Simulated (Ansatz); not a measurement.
I need a geometry optimisation of CH8GeN2, SMILES N[CH2][GeH2][NH2]. Use the Python package of Ansatz (0.2.0). Use: Hartree-Fock, def2-SVP basis, multiplicity 1.

```xyz
12

N    -0.7116    1.8317   -0.0923
C    -0.7393    0.4315   -0.3093
Ge    0.9427   -0.2846    0.2660
N     1.0751   -2.1186   -0.0014
H    -1.6668    2.2271   -0.4955
H    -0.7704    2.0727    0.9247
H    -0.8359    0.2101   -1.3843
H    -1.5173   -0.0337    0.2575
H     1.1722    0.0289    1.8307
H     2.1211    0.3761   -0.5075
H     0.8036   -2.2820   -0.9927
H     0.2037   -2.5143    0.5382
```

Script `opt_ch8gen2.py`:
```python
"""Minimum-energy structure of CH8GeN2."""

import itertools

import ansatz
from ase.data import atomic_numbers, covalent_radii
import numpy as np
import pandas as pd

GEOMETRY = """
N    -0.71160    1.83170   -0.09230
C    -0.73930    0.43150   -0.30930
Ge    0.94270   -0.28460    0.26600
N     1.07510   -2.11860   -0.00140
H    -1.66680    2.22710   -0.49550
H    -0.77040    2.07270    0.92470
H    -0.83590    0.21010   -1.38430
H    -1.51730   -0.03370    0.25750
H     1.17220    0.02890    1.83070
H     2.12110    0.37610   -0.50750
H     0.80360   -2.28200   -0.99270
H     0.20370   -2.51430    0.53820
"""

geometry = ansatz.Crystal.molecule()
for line in GEOMETRY.strip().splitlines():
    symbol, *xyz = line.split()
    geometry = geometry.atom(symbol, [float(v) for v in xyz])

model = (
    geometry.calculation()
    .basis(gaussian="def2-SVP")
    .functional("hf")
)
symbols = [site.symbol for site in geometry.cartesian_sites]
start = np.array([site.position_ang for site in geometry.cartesian_sites], dtype=float)
def progress(event):
    if event["event"] == "relax_step":
        row = event["data"]
        print(f"step {row['step']:3d}  E = {row['lagrangian_ev']:.6f} eV  largest force component {row['allowed_force_max_ev_ang']:.4f} eV/A")


summary = model.relax(force_tolerance=0.01).session().plan().execute(on_event=progress).report
end = np.array(summary["positions_ang"])

print(f"E = {summary['free_energy_ev']:.6f} eV = {summary['free_energy_ev'] / 27.211386246:.7f} Ha")
print("converged:", summary["converged"], " doubts:", summary["published_state_doubts"] or "none")

# pairs closer than 1.2 times the sum of covalent radii, before or after
radius = [covalent_radii[atomic_numbers[s]] for s in symbols]
span = lambda where, i, j: np.linalg.norm(where[i] - where[j])
bonded = [(i, j) for i, j in itertools.combinations(range(len(symbols)), 2) if min(span(start, i, j), span(end, i, j)) < 1.2 * (radius[i] + radius[j])]
print("pair        before    after (A)")
for i, j in bonded:
    print(f"{symbols[i]}{i}-{symbols[j]}{j}".ljust(10), f"{span(start, i, j):8.4f} {span(end, i, j):8.4f}")
for first, second in list(itertools.combinations(bonded, 2)):
    shared = set(first) & set(second)
    if shared and symbols[(j := shared.pop())] != "H":
        i, k = sorted((set(first) | set(second)) - {j})
        u, v = end[i] - end[j], end[k] - end[j]
        angle = np.degrees(np.arccos(np.clip(u @ v / np.linalg.norm(u) / np.linalg.norm(v), -1, 1)))
        print(f"final angle {symbols[i]}{i}-{symbols[j]}{j}-{symbols[k]}{k}: {angle:.2f} deg")

charges = summary["charge_distribution"]
table = pd.DataFrame({"atom": symbols, "mulliken": charges["mulliken_charges_e"], "lowdin": charges["lowdin_charges_e"]})
print(table.round(3).to_string())
print("dipole (e A):", np.round(charges["dipole_moment_e_ang"], 4) + 0.0)
```

```console
$ python opt_ch8gen2.py
step   1  E = -60582.825233 eV  largest force component 3.8164 eV/A
step   2  E = -60583.498801 eV  largest force component 1.5328 eV/A
step   3  E = -60583.582262 eV  largest force component 0.3907 eV/A
step   4  E = -60583.590155 eV  largest force component 0.6475 eV/A
step   5  E = -60583.610669 eV  largest force component 0.1236 eV/A
step   6  E = -60583.615399 eV  largest force component 0.0346 eV/A
step   7  E = -60583.616231 eV  largest force component 0.0168 eV/A
step   8  E = -60583.616568 eV  largest force component 0.0194 eV/A
step   9  E = -60583.616646 eV  largest force component 0.0130 eV/A
step  10  E = -60583.616681 eV  largest force component 0.0052 eV/A
E = -60583.616681 eV = -2226.4068480 Ha
converged: True  doubts: none
pair        before    after (A)
N0-C1        1.4172   1.4536
N0-H4        1.1096   1.0044
N0-H5        1.0468   1.0043
C1-Ge2       1.9165   1.9744
C1-H6        1.1018   1.0930
C1-H7        1.0691   1.0995
Ge2-N3       1.8581   1.8321
Ge2-H8       1.6122   1.5390
Ge2-H9       1.5567   1.5332
N3-H10       1.0407   1.0024
N3-H11       1.0987   1.0025
final angle C1-N0-H4: 111.87 deg
final angle C1-N0-H5: 111.48 deg
final angle N0-C1-Ge2: 109.84 deg
final angle N0-C1-H6: 108.84 deg
final angle N0-C1-H7: 114.45 deg
final angle H4-N0-H5: 106.95 deg
final angle Ge2-C1-H6: 107.19 deg
final angle Ge2-C1-H7: 109.99 deg
final angle C1-Ge2-N3: 114.04 deg
final angle C1-Ge2-H8: 108.16 deg
final angle C1-Ge2-H9: 109.68 deg
final angle H6-C1-H7: 106.23 deg
final angle N3-Ge2-H8: 107.32 deg
final angle N3-Ge2-H9: 107.03 deg
final angle Ge2-N3-H10: 118.04 deg
final angle Ge2-N3-H11: 118.44 deg
final angle H8-Ge2-H9: 110.59 deg
final angle H10-N3-H11: 109.86 deg
   atom  mulliken  lowdin
0     N    -0.360   0.074
1     C    -0.156  -0.067
2    Ge     0.826   0.210
3     N    -0.566   0.011
4     H     0.112  -0.017
5     H     0.113  -0.013
6     H     0.044  -0.005
7     H     0.022  -0.021
8     H    -0.160  -0.085
9     H    -0.143  -0.078
10    H     0.134  -0.004
11    H     0.133  -0.005
dipole (e A): [-0.5047 -0.1288 -0.0334]
```

What to keep in mind:
- Total energies depend on the basis set; only differences at equal settings carry meaning.
- The end point is the stationary point reached from this start; no frequency run checks that it is a minimum, and the basis set is modest.
- The Löwdin charges here are taken after orthogonalising the functions within each atom; they differ from plain Löwdin charges, and their signs can be unphysical.
- It ran for 37 s on 1 thread of Arm Neoverse V2, on a shared host, peak memory 0.37 GiB.

(Lines on the test bed's own set-up are left out of the output.)
